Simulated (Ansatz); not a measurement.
A nudged elastic band was laid between two geometries of a periodic cell of 23 atoms, Sn8O14F (host SnO2, host structure P4_2/mnm, dopant F, one O atom removed), cell charge +1.

Level of theory: DFT PBE, scalar-relativistic, plane waves, PAW (Ansatz). Settings: PAW set soft_1, cutoff 420 eV, k mesh 2x2x2, gaussian smearing 0.02 eV, no spin polarisation.

```json
{
 "movable images": "5",
 "climbing image": "yes",
 "spring": "5.0 eV/Å²",
 "optimiser": "quadratic models (default)",
 "start path": "IDPP",
 "force threshold": "0.05 eV/Å",
 "iteration limit": "80",
 "end points": "relaxed"
}
```

Initial state:

```xyz
23
Lattice="-4.7380 -4.7380 0.0000 4.7380 -4.7380 0.0000 0.0000 0.0000 6.3730" Properties=species:S:1:pos:R:3
Sn -0.007 -4.738 0.002
Sn 2.373 -2.358 1.588
O 1.439 -3.290 0.002
O 0.906 -0.907 1.562
O -1.441 -6.173 0.002
O 3.823 -3.826 1.562
Sn 0.009 -4.723 3.188
Sn 2.373 -2.358 4.789
O 1.448 -3.282 3.189
O 0.906 -0.908 4.816
O -1.436 -6.168 3.189
O 3.823 -3.826 4.816
Sn -0.320 -0.313 0.003
Sn -2.295 -2.288 1.608
F -3.334 -3.326 0.003
O 0.943 -5.661 1.573
O -0.930 -3.788 1.574
Sn 0.073 0.080 3.189
Sn -2.293 -2.287 4.771
O -3.228 -3.218 3.190
O 0.943 -5.660 4.804
O -1.383 -1.376 3.189
O -0.931 -3.789 4.803
```

Final state:

Only the atoms that move by more than 0.05 Å are listed.
```
Sn13 0.326 0.326 0.000
Sn14 -2.443 -2.443 1.606
F15 -1.410 -1.410 0.000
Sn18 -0.073 -0.073 3.187
Sn19 -2.443 -2.443 4.767
O20 -3.354 -3.354 3.187
O22 -1.512 -1.512 3.187
```

Q: Which bonds break or form, and what moves?

A: The atom that moves furthest is F15, by 2.72 Å; four of its nearest neighbours are Sn14 2.18, Sn19 2.18, Sn13 2.44, O6 2.84 Å at the first end and Sn19 2.17, Sn14 2.17, Sn13 2.46, O12 2.84 Å at the last.

Q: What energy profile does the band end with?

A: It converged. The highest image is number 3 of 0 to 6, 3.00 eV above the ends, which have the same energy within 2 meV. Neighbouring images differ by up to 1.7 eV, so the band resolves the path poorly. By the program's own check the climbing image is a first-order saddle point (lowest curvatures found: -9.20 and 0.08 eV/Å²). Limits of this set-up: coarse k mesh, no spin, though dangling bonds at a vacancy may carry it, a small cell, in which the defect meets its images, charged cell in a uniform background, uncorrected.

```csv
image,path coordinate (Å),energy (eV)
0,0.00,0.00
1,0.72,0.28
2,1.43,1.45
3,2.15,3.00
4,3.06,2.15
5,3.98,0.44
6,4.89,0.00
```

Q: What is the geometry of the highest image?

A: 
```xyz
23
Lattice="-4.7380 -4.7380 0.0000 4.7380 -4.7380 0.0000 0.0000 0.0000 6.3730" Properties=species:S:1:pos:R:3
Sn 0.002 -4.781 0.020
Sn 2.216 -2.470 1.594
O 1.376 -3.274 -0.089
O 0.546 -1.142 1.555
O -1.435 -6.254 0.111
O 3.514 -4.157 1.609
Sn 0.003 -4.787 3.167
Sn 2.374 -2.297 4.776
O 1.366 -3.264 3.274
O 1.080 -0.714 4.819
O -1.469 -6.226 3.074
O 3.820 -3.744 4.799
Sn 0.308 0.476 0.074
Sn -1.707 -1.778 1.642
F -2.650 -2.701 0.129
O 1.098 -5.598 1.591
O -0.854 -3.717 1.596
Sn 0.053 0.100 3.251
Sn -2.543 -2.610 4.495
O -3.285 -3.263 2.798
O 0.884 -5.790 4.779
O -1.302 -1.422 3.540
O -1.023 -3.940 4.781
```

The band took 32 iterations and about 60 core-minutes.

Run time: 36 min on 2 threads of Arm Neoverse V1, on a shared host, peak memory 1.6 GiB.
